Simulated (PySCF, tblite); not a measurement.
**C₄H₅F₄O radical: geometry, infrared bands and EPR parameters**

Aim: predict the infrared bands and EPR parameters of C₄H₅F₄O radical (`[CH2]OC[C@H](F)C(F)(F)F`).

The runs use tblite 0.8.0 and PySCF 2.14.0, with density-fitted response routines of our own; the level of theory stands in each step. All values are computed, except where a source is named. Atoms count from 0, in the outputs and in this text.

**1. The molecule as given**

14 atoms, charge 0, multiplicity 2; geometry from: force field or distance geometry start.

Bonds of the start (Å): C0–O1 1.38, O1–C2 1.37, C2–C3 1.52, C3–F4 1.40, C3–C5 1.52, C5–F6 1.37, C5–F7 1.39, C5–F8 1.36, C0–H9 1.10, C0–H10 1.10, C2–H11 1.10, C2–H12 1.10, C3–H13 1.10.

**2. Optimising the geometry with GFN2-xTB**

Job settings and geometry (Å):

```
{"job": {"kind": "relax", "xc": "GFN2-xTB", "basis": "xTB"}, "charge": 0, "multiplicity": 2}
C      2.203400     0.455200    -0.144300
O      1.654000    -0.582800     0.586600
C      0.349700    -0.890200     0.290700
C     -0.489300     0.351300     0.546600
F     -0.340500     0.647200     1.911700
C     -1.971100     0.131300     0.306800
F     -2.148800    -0.220400    -1.004700
F     -2.478500    -0.880800     1.109200
F     -2.630300     1.279000     0.612500
H      3.160100     0.103200    -0.551200
H      2.424800     1.325700     0.492300
H      0.290800    -1.160500    -0.778800
H      0.052800    -1.767900     0.888200
H     -0.077800     1.209300    -0.007700
```

Run with:

```bash
OMP_NUM_THREADS=1 python probes_run.py task.json out
```

The driver reads the jobs from task.json and runs them one after another.

Output:

```text
step      E/eV     max force
  0    -924.97378    2.356
  1    -925.18140    1.541
  2    -925.32445    0.774
  3    -925.39645    0.740
  4    -925.46111    0.517
  5    -925.48379    0.488
  6    -925.50549    0.428
  7    -925.51682    0.342
  8    -925.52786    0.292
  9    -925.53802    0.350
 10    -925.54728    0.245
 11    -925.55486    0.220
 12    -925.56337    0.238
 13    -925.57455    0.281
 14    -925.58775    0.309
 15    -925.60046    0.331
 16    -925.61060    0.289
 17    -925.61922    0.230
 18    -925.62912    0.330
 19    -925.63921    0.307
 20    -925.64793    0.204
 21    -925.65516    0.260
 22    -925.66023    0.249
 23    -925.66223    0.450
 24    -925.66660    0.206
 25    -925.66888    0.121
 26    -925.67039    0.079
 27    -925.67250    0.106
 28    -925.67402    0.110
 29    -925.67616    0.129
 30    -925.67841    0.126
 31    -925.68085    0.111
 32    -925.68293    0.105
 33    -925.68466    0.095
 34    -925.68621    0.106
 35    -925.68736    0.103
 36    -925.68842    0.082
 37    -925.68921    0.081
 38    -925.69006    0.069
 39    -925.69084    0.075
 40    -925.69198    0.088
 41    -925.69320    0.112
 42    -925.69481    0.128
 43    -925.69688    0.140
 44    -925.69932    0.136
 45    -925.70160    0.123
 46    -925.70305    0.139
 47    -925.70461    0.217
 48    -925.70633    0.161
 49    -925.70952    0.076
 50    -925.71216    0.155
 51    -925.71542    0.218
 52    -925.71951    0.190
 53    -925.72403    0.428
 54    -925.72803    0.375
 55    -925.73299    0.190
 56    -925.73625    0.202
 57    -925.73955    0.240
 58    -925.74324    0.181
 59    -925.74700    0.233
 60    -925.75024    0.217
 61    -925.75157    0.338
 62    -925.75643    0.145
 63    -925.75942    0.156
 64    -925.76600    0.173
 65    -925.77026    0.230
 66    -925.77151    0.136
 67    -925.77368    0.078
 68    -925.77467    0.087
 69    -925.77591    0.084
 70    -925.77704    0.097
 71    -925.77785    0.067
 72    -925.77853    0.074
 73    -925.77936    0.096
 74    -925.78030    0.100
 75    -925.78143    0.099
 76    -925.78253    0.086
 77    -925.78360    0.098
 78    -925.78480    0.125
 79    -925.78626    0.124
 80    -925.78749    0.124
 81    -925.78855    0.080
 82    -925.78960    0.216
 83    -925.79148    0.216
 84    -925.79543    0.286
 85    -925.80154    0.190
 86    -925.80197    0.550
 87    -925.80862    0.177
 88    -925.81238    0.165
 89    -925.81955    0.179
 90    -925.82079    0.118
 91    -925.82380    0.131
 92    -925.82490    0.137
 93    -925.82630    0.079
 94    -925.82679    0.050
 95    -925.82710    0.036
 96    -925.82729    0.039
 97    -925.82756    0.045
 98    -925.82790    0.044
 99    -925.82838    0.055
100    -925.82901    0.081
101    -925.82982    0.091
102    -925.83066    0.075
103    -925.83139    0.070
104    -925.83200    0.064
105    -925.83260    0.095
106    -925.83334    0.114
107    -925.83427    0.109
108    -925.83530    0.099
109    -925.83619    0.068
110    -925.83692    0.071
111    -925.83776    0.067
112    -925.83908    0.061
113    -925.84081    0.083
114    -925.84214    0.081
115    -925.84296    0.082
116    -925.84327    0.073
117    -925.84368    0.034
118    -925.84383    0.025
119    -925.84395    0.030
120    -925.84402    0.030
121    -925.84413    0.030
122    -925.84425    0.027
123    -925.84436    0.025
124    -925.84445    0.024
125    -925.84453    0.025
126    -925.84465    0.036
127    -925.84488    0.047
128    -925.84526    0.054
129    -925.84577    0.045
130    -925.84621    0.051
131    -925.84639    0.038
132    -925.84659    0.062
133    -925.84671    0.033
134    -925.84679    0.013
135    -925.84686    0.014
136    -925.84690    0.018
137    -925.84692    0.014
138    -925.84693    0.011
139    -925.84693    0.008
```

Run time: 2.3 s. Hardware: 1 thread of Intel Xeon at 2.50GHz, shared host.

Along the way: (not every step is listed)

```
step  energy from step 0 (eV)  largest force (eV/Å)
   0                   0.0000                2.3558
   1                  -0.2076                1.5410
   2                  -0.3507                0.7744
   3                  -0.4227                0.7401
   4                  -0.4873                0.5168
   5                  -0.5100                0.4877
   6                  -0.5317                0.4276
   7                  -0.5430                0.3416
   8                  -0.5541                0.2918
  20                  -0.6741                0.2044
  32                  -0.7092                0.1052
  44                  -0.7255                0.1361
  56                  -0.7625                0.2024
  68                  -0.8009                0.0874
  80                  -0.8137                0.1243
  92                  -0.8511                0.1367
 104                  -0.8582                0.0643
 116                  -0.8695                0.0728
 128                  -0.8715                0.0535
 134                  -0.8730                0.0127
 135                  -0.8731                0.0139
 136                  -0.8731                0.0176
 137                  -0.8731                0.0145
 138                  -0.8732                0.0107
 139                  -0.8732                0.0084
```

Distances of close pairs at the start and the end, largest changes first:

```
  bond  before (Å)  after (Å)  change (Å)
 C5–F7       1.388      1.335      -0.053
 C3–F4       1.405      1.367      -0.038
 C0–H9       1.098      1.070      -0.027
 C5–F8       1.358      1.331      -0.027
 C5–F6       1.369      1.343      -0.027
C0–H10       1.101      1.076      -0.024
 O1–C2       1.372      1.394      +0.021
 C2–C3       1.520      1.541      +0.021
```

The next job starts from the end point, and lists it.

**3. Harmonic vibrations with GFN2-xTB**

Job settings and geometry (Å):

```
{"job": {"kind": "ir", "xc": "GFN2-xTB", "basis": "xTB"}, "charge": 0, "multiplicity": 2}
C      2.268568     0.364723    -0.279771
O      1.773040    -0.525717     0.627726
C      0.420942    -0.839347     0.500744
C     -0.487175     0.333036     0.921188
F     -0.668595     0.341561     2.276034
C     -1.866647     0.227479     0.258992
F     -1.747912     0.339487    -1.073871
F     -2.458382    -0.945535     0.496418
F     -2.699389     1.186324     0.658020
H      3.317852     0.544575    -0.168449
H      1.772721     0.480631    -1.228195
H      0.178263    -1.114077    -0.536103
H      0.228307    -1.687773     1.162779
H     -0.032270     1.294161     0.642347
```

Output:

```text
mode    cm-1     km/mol
  1      34.2      2.24
  2      48.1      0.20
  3     109.8      0.83
  4     159.1      8.45
  5     200.0      3.19
  6     243.9      0.80
  7     293.0      1.11
  8     331.0      7.49
  9     379.8      8.93
 10     439.8     30.19
 11     452.2      5.70
 12     506.2     46.37
 13     514.3      2.94
 14     523.5      7.66
 15     639.0     45.72
 16     845.1     33.69
 17     901.6     13.80
 18     980.0     40.00
 19    1030.5      9.18
 20    1065.1    259.39
 21    1076.7     39.58
 22    1094.8    261.96
 23    1120.2     16.46
 24    1173.2    194.25
 25    1205.3     23.79
 26    1231.4     45.67
 27    1266.9     38.82
 28    1288.5     25.29
 29    1327.9      3.06
 30    1366.8     11.85
 31    1423.2      7.06
 32    2890.3     23.26
 33    2917.3      5.46
 34    2991.1      1.55
 35    3084.7     28.35
 36    3189.0      9.77
```

Wall time 0.91 s (1 thread of Intel Xeon at 2.50GHz, shared host).

Which atoms move in the most intense modes:

```
cm⁻¹  km/mol                                 atoms
 506    46.4            H9 26 %, H10 24 %, C0 14 %
 639    45.7    F6 30 %, F8 20 %, C5 16 %, C3 12 %
 980    40.0    C2 36 %, H9 20 %, C0 15 %, O1 11 %
1065   259.4                      C5 55 %, F6 16 %
1077    39.6            C3 30 %, F4 13 %, H12 11 %
1095   262.0                      C5 67 %, F8 16 %
1173   194.2                     C5 57 %, H13 16 %
1231    45.7  H13 35 %, C3 13 %, H11 12 %, O1 11 %
```

**4. EPR parameters: B3LYP/pcH-1**

Same as in step 3 but for these lines:

```diff
@@ -1,2 +1,2 @@
-{"job": {"kind": "ir", "xc": "GFN2-xTB", "basis": "xTB"}, "charge": 0, "multiplicity": 2}
+{"job": {"kind": "epr", "basis": "pcH-1"}, "charge": 0, "multiplicity": 2}
 C      2.268568     0.364723    -0.279771
```

With the program's defaults for keys left out, this is: UKS B3LYP, pcH-1 on C F H O, non-relativistic, mean-field spin-orbit, GIAO.

Output:

```text
UKS, coarse grid
  cycle   1  E = -629.78319481  |g| = 8.06e-01
  cycle   2  E = -629.42055194  |g| = 1.37e+00
  cycle   3  E = -629.98583351  |g| = 7.44e-02
  cycle   4  E = -629.98654494  |g| = 6.33e-02
  cycle   5  E = -629.98786618  |g| = 1.10e-02
  cycle   6  E = -629.98790234  |g| = 3.87e-03
  cycle   7  E = -629.98790907  |g| = 1.31e-03
  cycle   8  E = -629.98790911  |g| = 7.18e-04
UKS, final grid
  cycle   1  E = -629.98787641  |g| = 9.50e-04
  cycle   2  E = -629.98787612  |g| = 1.41e-03
  cycle   3  E = -629.98787667  |g| = 9.28e-05
  cycle   4  E = -629.98787667  |g| = 2.50e-05
E = -629.98787667 Eh   <S^2> = 0.7532 (exact 0.7500)
g shifts (ppm)      1          2          3
  rmc          -187       -187       -187
  gc              2         47         51
  oz_so         -11       1490       2235
  total        -196       1350       2098
hyperfine (MHz)  atom isotope    a_iso     a_fc   dipolar eigenvalues
    0   13C     133.91     133.91    -75.05    -73.64    148.69
    1   17O     -22.06     -22.06    -68.56     32.90     35.66
    2   13C      -4.60      -4.60     -1.80     -1.01      2.81
    3   13C      -1.76      -1.76     -2.90     -1.04      3.93
    4   19F       4.88       4.88     -5.55     -1.68      7.23
    5   13C      -1.10      -1.10     -0.38     -0.14      0.51
    6   19F       0.05       0.05     -0.94     -0.90      1.84
    7   19F       0.13       0.13     -1.02     -0.92      1.94
    8   19F       6.23       6.23     -2.50     -2.43      4.94
    9    1H     -47.67     -47.67    -34.96     -1.45     36.41
   10    1H     -37.84     -37.84    -35.09     -0.66     35.76
   11    1H      13.01      13.01     -3.70     -3.54      7.24
   12    1H      -0.41      -0.41     -3.41     -2.68      6.09
   13    1H      -2.59      -2.59     -6.08     -3.42      9.50
```

Wall time 2.5 min (1 thread of Intel Xeon at 2.50GHz, shared host); peak memory 0.97 GiB.

Principal g values 2.00212, 2.00367, 2.00442; g(iso) = 2.00340, against 2.00232 for a free electron.

Hyperfine couplings; where a row names several nuclei, a(iso) is their mean (it holds for fast rotation or exchange) and the dipolar term the largest among them:

```
    nuclei  isotope  a(iso) (MHz)  a(iso) (G, at g = 2.0023)  largest dipolar term (MHz)
        C0      13C         133.9                       47.8                       148.7
   H9, H10       1H         -42.8                      -15.3                        36.4
        O1      17O         -22.1                       -7.9                       -68.6
       H11       1H          13.0                        4.6                         7.2
        F4      19F           4.9                        1.7                         7.2
        C2      13C          -4.6                       -1.6                         2.8
       H13       1H          -2.6                       -0.9                         9.5
F6, F7, F8      19F           2.1                        0.8                         4.9
        C3      13C          -1.8                       -0.6                         3.9
        C5      13C          -1.1                       -0.4                         0.5
       H12       1H          -0.4                       -0.1                         6.1
```

Mulliken spin populations:

C0 0.92; O1 0.12; C2 -0.01; C3 0.02; F4 0.00; C5 0.00; F6 0.00; F7 0.00; F8 0.00; H9 -0.04; H10 -0.03; H11 0.01; H12 0.00; H13 0.00

In first order the couplings over 0.8 MHz of 1H, 19F give 96 distinct lines over 40.1 G, if the averaged nuclei exchange fast.

The fields below are evaluated on a grid from the run's orbitals.

ELF in a plane through or near 4 of the atoms.

Ten even steps from ' ' (0.00) to '@' (0.99):
```
                                                        
                                                        
                                                        
                                                        
                        **@@@@--                        
                ....    ##@@@@++                        
              ::++**--  ##@@@@--      ....              
              --%%%%##--**@@##..    ==++==::            
              ::##%%**%%::..**::  ..++####==..          
        ::--::::++##**%%::::%%++--::++##**--            
      ::##@@@@##--++==..::++++++%%::::==..              
      ::##@@@@##--++++    ....--**--..--....            
        ==****++%%@@@@--        --++==----==::          
          ....--@@@@@@++      ::++++..  ::--..          
              ::##@@%%--      --**++..    ..            
                --++==        ::----..                  
                                                        
                                                        
                                                        
                                                        
```
The map spans 11.9 Å across and 8.8 Å up, centred on the molecule. Atoms in the plane (x, y in Å): C2 (-0.4, 0.8), C5 (1.8, -0.4), H10 (-2.0, -1.2), H12 (-0.1, 1.8).

log10 of the density (e/Å³) in the same plane.

Values, 10 rows by 14 columns:
```
-4.0 -4.0 -4.0 -4.0 -4.0 -4.0 -4.0 -4.0 -4.0 -4.0 -4.0 -4.0 -4.0 -4.0
-4.0 -4.0 -4.0 -4.0 -4.0 -4.0 -3.5 -3.5 -4.0 -4.0 -4.0 -4.0 -4.0 -4.0
-4.0 -4.0 -4.0 -4.0 -2.9 -2.4 -1.6 -1.6 -2.7 -3.7 -4.0 -4.0 -4.0 -4.0
-4.0 -4.0 -3.8 -2.4 -1.1 -0.8 -0.4 -0.5 -1.8 -1.7 -1.8 -3.1 -4.0 -4.0
-4.0 -3.7 -2.5 -1.6 -0.1  0.8  0.3 -0.1 -1.0 -0.3 -0.4 -1.9 -4.0 -4.0
-4.0 -3.1 -1.5 -0.4  0.1 -0.2 -0.5 -0.3  0.1  0.4 -0.6 -1.7 -3.8 -4.0
-4.0 -3.2 -1.7 -0.7  0.1 -0.2 -1.5 -1.2 -0.2  0.0 -0.5 -1.5 -3.6 -4.0
-4.0 -4.0 -2.8 -1.9 -1.0 -1.1 -2.1 -1.6 -0.5 -0.8 -1.4 -2.2 -4.0 -4.0
-4.0 -4.0 -4.0 -3.4 -2.8 -2.9 -3.4 -3.2 -2.3 -2.4 -3.4 -4.0 -4.0 -4.0
-4.0 -4.0 -4.0 -4.0 -4.0 -4.0 -4.0 -4.0 -4.0 -4.0 -4.0 -4.0 -4.0 -4.0
```
The map spans 11.9 Å across and 8.8 Å up, centred on the molecule. Atoms in the plane (x, y in Å): C2 (-0.4, 0.8), C5 (1.8, -0.4), H10 (-2.0, -1.2), H12 (-0.1, 1.8).

On the surface of density 0.002 e/bohr³ the electrostatic potential runs, from the 1st to the 99th percentile, from -0.89 V near O1 to 1.34 V near H13.

The spin density lies nearest to C0 49 %; H10 21 %; O1 16 %; H9 8 %.

**5. Results**

| quantity | value |
| --- | --- |
| strongest single infrared mode (GFN2-xTB) | 1095 cm⁻¹, 262 km/mol |
| zero-point energy (GFN2-xTB) | 54.8 kcal/mol |
| g(iso) (B3LYP) | 2.00340 |
| ⟨S²⟩ | 0.753 (exact 0.75) |
| largest a(iso) (averaged by class) | 13C on C0, 133.9 MHz |
| surface potential, 1st and 99th percentile | -0.89 V and 1.34 V |

In words: Over 139 steps the energy fell by 0.873 eV; of the close pairs, C5–F7 changed most, 1.388 to 1.335 Å. No mode is imaginary among the 36: a minimum at this level. The strongest single mode, at 1095 cm⁻¹, moves mainly C5. GFN2-xTB is a fitted tight-binding method: band positions and strengths are rough. Its intensities can rank the bands wrongly. C0 carries the largest spin population, 0.92 e. The isotropic g lies 1.1 ppt above the free-electron value.
